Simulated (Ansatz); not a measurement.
# Rh: the cost of one run

Computed with Ansatz 0.2.0 (DFT PBEsol, scalar-relativistic, plane waves, PAW, unless a step's input says otherwise).

### 1 The starting structure

It takes space group Fm-3m (No. 225, cubic). Conventional cell: a = 3.803 Å, b = 3.803 Å, c = 3.803 Å, α = 90.00°, β = 90.00°, γ = 90.00°. Rh (site symmetry m-3m) is surrounded by 12 Rh at 2.69 Å.

Coordinates:

```cif
data_structure
_symmetry_space_group_name_H-M 'P 1'
_symmetry_Int_Tables_number 1
_cell_length_a 2.6892
_cell_length_b 2.6892
_cell_length_c 2.6892
_cell_angle_alpha 60.000
_cell_angle_beta 60.000
_cell_angle_gamma 60.000
_cell_volume 13.75
loop_
_atom_site_label
_atom_site_type_symbol
_atom_site_fract_x
_atom_site_fract_y
_atom_site_fract_z
_atom_site_occupancy
Rh1 Rh 0.00000 0.00000 0.00000 1
```

The cell is taken as given, not relaxed at this level.

### 2 The reference: the undisturbed cell on the scan's mesh

input.yaml reads:

```yaml
crystal:
  lattice:
    - [0.0, 1.90155, 1.90155]
    - [1.90155, 0.0, 1.90155]
    - [1.90155, 1.90155, 0.0]
  atoms:
    - { symbol: Rh, position: [0.0, 0.0, 0.0] }
basis:
  ecutwfc: 420
kpoints:
  mp_grid: { grid: [24, 24, 24] }
hamiltonian:
  xc: pbesol
scf:
  occupations: { method: gaussian, width: 0.15 }
output:
  forces: true
  stress: true
  eigenvalues: true
```

The run is started by

```console
$ ansatz run input.yaml --threads 1 --pin off --max-ram 1228MiB --backend cpu --events-out ev --progress --plain --runs-dir out
```

Q: Estimate wall time and peak memory on 1 thread of an Arm CPU, shared host.

About 5.2 s, with a peak of 0.34 GiB.
